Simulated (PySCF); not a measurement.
# NiI: bond curves at several levels of theory

One table from this session's results is given with a row withheld; the runs are named, their logs left out.

Method: Ni def2-TZVPP, I def2-TZVPP with ECP28, scalar-relativistic core potentials; program: PySCF 2.14.0.

1 further run of the same task is left out (it didn't finish).

The first run:

The job is set up so:

* atoms: Ni, I
* charge: 0
* basis: Ni def2-TZVPP, I def2-TZVPP with ECP28
* Hamiltonian: scalar-relativistic core potentials
* basis functions: 114
* electrons treated: 53
* masses in u: 57.9353, 126.9045
* levels: PBE0, PBE, r²SCAN, BHandHLYP, MN15, BP86, r²SCANh, LC-ωPBE, HF, MP2, SCS-MP2
* grid: 80 radial by 434 angular points
* occupations: held fixed by the projection of orbital angular momentum
* dissociation limit: Ni + I, each in its ground configuration
* starting distance in angstrom: 2.365
* values of 2S to try: 1, 3, 5

Run with:

```bash
$ OMP_NUM_THREADS=2 python dia.py task.json out
```

Among the steps run: Set-up; PBE0 along the bond; Excited determinants; PBE (GGA); r²SCAN (meta-GGA); BHandHLYP; MN15; BP86 (GGA); r²SCANh; LC-ωPBE (range-separated hybrid); UHF.

One table of the session follows, with a row left open; its other results are not shown here.

It belongs to the step «The curves together». Energy (eV) from each level's lowest point:

| R (Å) | UHF | UHF-MP2 | UHF-SCS-MP2 | PBE | BP86 |
| --- | --- | --- | --- | --- | --- |
| 2.049 | 1.373 | 0.783 | 0.898 | 0.904 | 0.900 |
| 2.145 | 0.721 | 0.300 | 0.377 | 0.383 | 0.381 |
| 2.240 | 0.323 | 0.064 | 0.106 | 0.110 | 0.109 |
| 2.312 | 0.145 | 0.000 | 0.017 | 0.020 | 0.019 |
| 2.383 | 0.043 | 0.005 | 0.000 | 0.000 | 0.000 |
| 2.454 | 0.000 | 0.061 | 0.035 | 0.032 | 0.033 |
| 2.550 | 0.011 | 0.190 | 0.139 | 0.132 | 0.133 |
| 2.669 | ? | ? | ? | ? | ? |
| 2.812 | 0.275 | 0.709 | 0.605 | 0.578 | 0.550 |
| 3.003 | 0.568 | 1.133 | 1.001 | 0.950 | 0.915 |

**Question.** Estimate the row for R (Å) = 2.669.

Worked estimate for «UHF». A straight line through the neighbours (2.550, 0.011) and (2.812, 0.275) gives 0.011 + (0.275 − 0.011) × (2.669 − 2.550) / (2.812 − 2.550) = 0.131; a parabola fitted to 4 rows on both sides gives 0.109.

As computed: UHF: 0.100; UHF-MP2: 0.407; UHF-SCS-MP2: 0.330; PBE: 0.315; BP86: 0.315. In «UHF» the line misses by +0.031 and the parabola by +0.009.
